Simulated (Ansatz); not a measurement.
CaI, space group P-6m2, the spin response to a magnetic field

Computed with Ansatz 0.2.0, Python API.

Contents of `cai.xyz`:
```text
2
Lattice="4.14682046 0.0 0.0 -2.07341023 3.59125187 0.0 0.0 0.0 4.576229" Properties=species:S:1:pos:R:3 pbc="T T T"
Ca    0.00000000    0.00000000    2.28811450
I     2.07341025    1.19708394    0.00000000
```

Typed at the interpreter:
```pycon
>>> from dataclasses import dataclass
>>> import warnings
>>> import ansatz as az
>>> import numpy as np
>>> @dataclass(frozen=True)
... class Settings:
...     k_density: float = 3.8
...     functional: str = "PBE"
...     smearing: str = "Fermi-Dirac"
...
>>> cfg = Settings()
>>> warnings.simplefilter("ignore", az.DeckWarning)
>>> cell = az.Crystal.from_extxyz("cai.xyz")
>>> model = (
...     cell.calculation()
...     .kpoints(density=cfg.k_density)
...     .pseudopotentials("paw")
...     .functional(cfg.functional)
...     .occupations(cfg.smearing)
...     .spin("collinear")
... )
>>> # the field acts on the spins alone; such large fields lift the response over the noise
>>> rows = []
>>> for tesla in [0, 100, 200, 400]:
...     data = (model.magnetic_field(tesla) if tesla else model).run(threads=1).report
...     rows.append((tesla, data["magnetization_mub"], data["free_energy_ev"], data["components"].get("e_zeeman", 0.0)))
...
RunWarning: this spin-polarised run has no starting moment large enough to seed its density, so its SCF can try parallel moments of its own, which can die out, and starts no order whose moments [...]
>>> lines = [",".join(["B (T)", "moment muB", "F eV", "Zeeman term eV"])] + [",".join(f"{v:.4f}" if isinstance(v, float) else str(v) for v in row) for row in rows]
>>> print("\n".join(lines))
B (T),moment muB,F eV,Zeeman term eV
0,0.7531,-9331.7941,0.0000
100,0.7615,-9331.7985,-0.0044
200,0.7695,-9331.8029,-0.0089
400,0.7844,-9331.8119,-0.0182
>>> with open("zeeman.csv", "w") as handle:
...     handle.write("\n".join(lines) + "\n")
...
154
>>> slope = np.polyfit([row[0] for row in rows], [row[1] for row in rows], 1)[0]
>>> print(f"dM/dB = {1000 * slope:.4f} muB per 1000 T per cell")
dM/dB = 0.0779 muB per 1000 T per cell
```

Total energies depend on the potentials; only differences at equal settings carry meaning. A total without «per atom» is that of the cell as typed. The mesh is modest for a metal, so energies can be off by several to tens of meV an atom and pressures by half a GPa or more; differences at equal mesh fare better. The structure comes from a database of computed cells and needn't be a stable or known phase. Warnings are shown shortened and without file and line. Orbital magnetism is left out. The response of a metal hangs strongly on mesh and smearing, and a straight-line fit holds only where the moment is linear in the field. The script silences the warnings on its input, which a real study should read. Run time: 38 s on 1 thread of Arm Neoverse V2, with other jobs on the host, peak memory 0.43 GiB.

(Lines on the test bed's own set-up are left out of the output.)
